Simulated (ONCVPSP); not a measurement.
# Pm: generating and testing an ONCV potential

Do these settings give a usable potential? It is generated, then checked for transferability, scattering, ghosts and hardness.

Program: ONCVPSP 4.0.1. Reference atom: LDA (Perdew-Wang 92), fully relativistic, spherical and spin-unpolarised. All values are calculated.

## Step 1: Starting point

The settings as typed:

```json
{"element": "promethium (Pm, Z = 61)", "type": "optimised norm-conserving Vanderbilt (ONCV)", "frozen core": "[Kr] 4d10", "valence charge": "15", "reference configuration": "4f5 5s2 5p6 6s1.5 (charge +0.5)", "partial waves": "5s+6s: rc 2.60 bohr, ncon 4, nbas 9, qcut 4.3 1/bohr, 3 projectors, debl 0.6 Ha; 5p: rc 1.60 bohr, ncon 5, nbas 8, qcut 4.5 1/bohr, 1 projector; d scattering state at 0.11 Ha: rc 2.70 bohr, ncon 4, nbas 7, qcut 3.6 1/bohr, 2 projectors, debl 0.7 Ha; 4f: rc 0.95 bohr, ncon 3, nbas 7, qcut 17.7 1/bohr, 2 projectors, debl 2 Ha", "local potential": "polynomial inside 0.85 bohr (lpopt 5, dvloc0 0 Ha)", "core correction": "Teter function, fcfact 5, rcfact 1.75"}
```

An earlier all-electron run gives the scale for the radii.

All-electron outer shells of the reference configuration (LDA (PZ), scalar-relativistic, ld1.x):

```json
{"shell": "5s", "level (eV)": "-44.92", "outermost node (bohr)": "0.70", "outermost maximum (bohr)": "1.29"}
{"shell": "5p", "level (eV)": "-25.67", "outermost node (bohr)": "0.75", "outermost maximum (bohr)": "1.46"}
{"shell": "6s", "level (eV)": "-6.05", "outermost node (bohr)": "1.73", "outermost maximum (bohr)": "3.54"}
{"shell": "4f", "level (eV)": "-5.24", "outermost node (bohr)": "–", "outermost maximum (bohr)": "0.64"}
{"shell": "5d", "level (eV)": "-4.60", "outermost node (bohr)": "0.86", "outermost maximum (bohr)": "2.20"}
{"shell": "6p", "level (eV)": "-3.26", "outermost node (bohr)": "2.08", "outermost maximum (bohr)": "4.66"}
```

## Step 2: Generating the potential

Input file Pm.dat:

```
# ATOM AND REFERENCE CONFIGURATION
# atsym  z   nc   nv     iexc    psfile
  Pm 61.00    9    4  -001012      upf
#
#   n    l    f
    1    0    2.00
    2    0    2.00
    2    1    6.00
    3    0    2.00
    3    1    6.00
    3    2   10.00
    4    0    2.00
    4    1    6.00
    4    2   10.00
    4    3    5.00
    5    0    2.00
    5    1    6.00
    6    0    1.50
#
# PSEUDOPOTENTIAL AND OPTIMIZATION
# lmax
    3
#
#   l,   rc,      ep,       ncon, nbas, qcut
    0    2.60    0.00    4    9    4.30
    1    1.60    0.00    5    8    4.50
    2    2.70    0.11    4    7    3.60
    3    0.95    0.00    3    7   17.70
#
# LOCAL POTENTIAL
# lloc, lpopt,  rc(5),   dvloc0
    4    5    0.85    0.00
#
# VANDERBILT-KLEINMAN-BYLANDER PROJECTORs
# l, nproj, debl
    0    3    0.60
    1    1    1.80
    2    2    0.70
    3    2    2.00
#
# MODEL CORE CHARGE
# icmod, fcfact, rcfact
    3    5.00    1.75
#
# LOG DERIVATIVE ANALYSIS
# epsh1, epsh2, depsh
   -3.00    5.00    0.02
#
# OUTPUT GRID
# rlmax, drl
    6.00    0.01
#
# TEST CONFIGURATIONS
# ncnf
    4
# nvcnf
#   n    l    f
    4
    4    3    5.00
    5    0    2.00
    5    1    6.00
    6    0    2.00
#
    4
    4    3    5.00
    5    0    2.00
    5    1    6.00
    6    0    1.00
#
    4
    4    3    5.00
    5    0    2.00
    5    1    6.00
    6    0    0.00
#
    4
    4    3    5.00
    5    0    1.00
    5    1    6.00
    6    0    2.00
#
```

Command:

```console
$ oncvpspr.x < Pm.dat > Pm.out
```

What does the calculation give? Wanted: cutoffs for 1 and 0.1 mHa per electron, occupied waves; bound ghosts; GHOST(+) flags; largest phase difference near zero energy, channels read; rms error of d²Exc/dn², without and with the model core; projector energies reset by the program.

As calculated:

```
                                                quantity                                                    value
  cutoffs for 1 and 0.1 mHa per electron, occupied waves                                        127 Ha and 140 Ha
                                            bound ghosts  s at -238.29 eV, p3/2 at -172.29 eV, p1/2 at -150.67 eV
                                          GHOST(+) flags                                           d5/2 at 249 eV
largest phase difference near zero energy, channels read                                                0.004 rad
 rms error of d²Exc/dn², without and with the model core                                       11.03 and 3.50 mHa
                 projector energies reset by the program                                       d: 0.050, 0.750 Ha
```

What this shows: It has a bound ghost (s, p3/2, p1/2), a state that the atom doesn't have, and that rules the file out. The potential is very hard: the looser tolerance needs 127 Ha. At the looser tolerance the 4f wave is the slowest; 5p needs 57 Ha. Near zero energy the phases of the channels with partial waves agree within 0.004 rad. The program also flags highly localised states, GHOST(+) (d5/2). All of this concerns the isolated atom, not yet a solid.
